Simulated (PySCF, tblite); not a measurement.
# C₆H₇FO₂+ (doublet): geometry, infrared bands and EPR parameters

What infrared bands and EPR parameters should C₆H₇FO₂+ (doublet) (`C=C(C)C(=O)O[C]([CH2+])F`) show?

Programs: tblite 0.8.0 and PySCF 2.14.0, with density-fitted response routines of our own. Each step states its level of theory. These are calculated values for one molecule in the gas phase, unless marked as measured. Atoms count from 0, in the outputs and in this text.

## Step 1: The molecule as given

16 atoms, charge 1, multiplicity 2; geometry from: force field or distance geometry start.

Bonds of the start (Å): C0–C1 1.33, C1–C2 1.48, C1–C3 1.48, C3–O4 1.26, C3–O5 1.39, O5–C6 1.41, C6–C7 1.48, C6–F8 1.37, C0–H9 1.10, C0–H10 1.07, C2–H11 1.10, C2–H12 1.11, C2–H13 1.12, C7–H14 1.09, C7–H15 1.10.

## Step 2: Relaxing the molecule with GFN2-xTB

The job: settings as JSON, then the geometry in Å.

```
{"job": {"kind": "relax", "xc": "GFN2-xTB", "basis": "xTB"}, "charge": 1, "multiplicity": 2}
C     -1.696700    -0.133500     1.605400
C     -1.298100     0.027600     0.347000
C     -2.265200     0.398500    -0.707800
C      0.131600    -0.177700     0.041400
O      0.569700    -0.049500    -1.130800
O      0.955900    -0.534300     1.103200
C      2.338100    -0.748700     0.898400
C      3.083500     0.410400     0.372400
F      2.660700    -1.915700     0.266400
H     -2.737900     0.002500     1.918900
H     -0.981500    -0.406100     2.357600
H     -2.050000     1.417400    -1.059000
H     -2.181300    -0.264700    -1.587700
H     -3.287200     0.327200    -0.257200
H      2.582100     1.336900     0.100800
H      4.168800     0.318700     0.254700
```

On the command line:

```sh
> OMP_NUM_THREADS=1 python probes_run.py task.json out
```

The driver reads the jobs from task.json and runs them one after another.

**Question.** This job is followed by: GFN2-xTB harmonic vibrations, gas phase; UKS B3LYP, pcH-1 on C F H O, non-relativistic, mean-field spin-orbit, GIAO. What will the session give for the following? strongest single infrared mode (GFN2-xTB); zero-point energy (GFN2-xTB); g(iso) (B3LYP); ⟨S²⟩; largest a(iso) (averaged by class).

The runs gave:

| quantity | value |
| --- | --- |
| strongest single infrared mode (GFN2-xTB) | 1543 cm⁻¹, 601 km/mol |
| zero-point energy (GFN2-xTB) | 70.3 kcal/mol |
| g(iso) (B3LYP) | 2.00318 |
| ⟨S²⟩ | 0.763 (exact 0.75) |
| largest a(iso) (averaged by class) | 13C on C7, 33.3 MHz |

The optimisation took 106 steps and gained 1.793 eV; among the close pairs (by a distance rule), C6–C7 changed most, from 1.475 to 1.346 Å. All 42 modes are real, so the xTB geometry is a minimum. The strongest single mode, at 1543 cm⁻¹, moves mainly C6 and C7. Unscaled tight-binding wavenumbers are off by several per cent, some by more. Its intensities can rank the bands wrongly. The largest share of the spin, 0.49 e, sits on C7. The isotropic g lies 0.9 ppt above the free-electron value.
